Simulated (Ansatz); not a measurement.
**Iron, beta-Sn type under r²SCAN: ground state and equation of state**

The plan for iron in the beta-Sn type structure: relax it, solve it on a dense k-mesh, switch on spin-orbit coupling, then scale the cell to 7 volumes from 88 to 112 % of the relaxed one and try a fit of the equation of state. The k-meshes are 14×14×10 for the relaxation; 25×25×24 for the dense run; 15×15×15 for spin-orbit coupling; 17×17×17 for the volumes.

Program: Ansatz 0.2.0. Level of theory: DFT r2SCAN, plane waves (500 eV) with PAW, scalar-relativistic; PBE-made PAW files. These are calculated values, not measurements.

## (1) The structure to begin with

The structure is tetragonal, space group I4_1/amd (No. 141). The conventional cell has a = 4.491 Å, b = 4.491 Å, c = 2.452 Å, α = 90.00°, β = 90.00°, γ = 90.00°. Fe (site symmetry -4m2) has 6 Fe at 2.33 to 2.45 Å as nearest neighbours.

Coordinates:

```cif
data_structure
_symmetry_space_group_name_H-M 'I4_1/amd:1'
_symmetry_Int_Tables_number 141
_cell_length_a 4.4912
_cell_length_b 4.4912
_cell_length_c 2.4522
_cell_angle_alpha 90.000
_cell_angle_beta 90.000
_cell_angle_gamma 90.000
_cell_volume 49.46
loop_
_atom_site_label
_atom_site_type_symbol
_atom_site_symmetry_multiplicity
_atom_site_Wyckoff_symbol
_atom_site_fract_x
_atom_site_fract_y
_atom_site_fract_z
_atom_site_occupancy
Fe1 Fe 4 a 0.00000 0.00000 0.00000 1
```

## (2) Relaxing cell and atoms

The input, input.yaml:

```yaml
crystal:
  lattice:
    - [-2.245591907, 2.245591907, 1.2260931812]
    - [2.245591907, -2.245591907, 1.2260931812]
    - [2.245591907, 2.245591907, -1.2260931812]
  atoms:
    - { symbol: Fe, position: [0.0, 0.0, 0.0] }
    - { symbol: Fe, position: [0.75, 0.25, 0.5] }
hamiltonian:
  xc: r2scan
  pseudopotentials:
    kind: paw
    azcp:
      Fe: "pseudopotentials/Fe.paw.azcp"
basis:
  ecutwfc: 500
  fft_grid_basis: typed
kpoints:
  mp_grid: { grid: [14, 14, 10], shift: [0, 0, 0] }
magnetization:
  spin_polarized: false
scf:
  occupations: { method: fermi_dirac, width: 0.1 }
relax:
  max_steps: 60
  f_tol: 0.01
  cell: {}
output:
  write_density: true
  write_potential: true
  elf: true
  volumetric_format: npy
```

The run is started by

```
$ ansatz run input.yaml --threads 1 --pin off --max-ram 3584MiB --backend cpu --events-out ev --progress --plain --runs-dir out
```

Further steps of the session: The energy on a finer k-mesh; Spin-orbit coupling switched on; The cell scaled to 88 % of its volume; The cell scaled to 92 % of its volume; The cell scaled to 96 % of its volume; The cell scaled to 100 % of its volume; The cell scaled to 104 % of its volume; The cell scaled to 108 % of its volume; The cell scaled to 112 % of its volume.

Q: Predict the outcome of this session. Wanted: space group; conventional cell; volume; shortest distance; gap on the mesh; relative to bcc, ferromagnetic; V₀, B₀, B₀′.

The runs gave:

```
                      quantity                                  value
space group (spins left aside)                          Fddd (No. 70)
             conventional cell  a = 2.401 Å, b = 4.240 Å, c = 7.945 Å
                        volume                         10.111 Å³/atom
             shortest distance                                2.330 Å
               gap on the mesh           none (levels filled in part)
relative to bcc, ferromagnetic                          +896 meV/atom
                   V₀, B₀, B₀′           10.087 Å³/atom, 306 GPa, 4.5
```

In words: From the guessed start the volume shrank by 18.2 % in 17 steps. What began as beta-Sn type has relaxed into Fddd. What follows belongs to that structure, not to the type named at the start. The mesh has less symmetry than the lattice, which may have let the distortion in. It lies 896 meV/atom above the element's reference form at the same level (bcc, ferromagnetic, from a run of its own); part of this is magnetic energy, as this run has no moments. Levels at the Fermi energy are filled in part, as in a metal. Totals with and without spin-orbit coupling (+1.2 eV/atom apart) can't be read as binding, since the two-component data shift the zero of energy. B₀ comes out at 306 GPa, among the stiffest elements; letting shape and positions relax at each volume could only lower it.
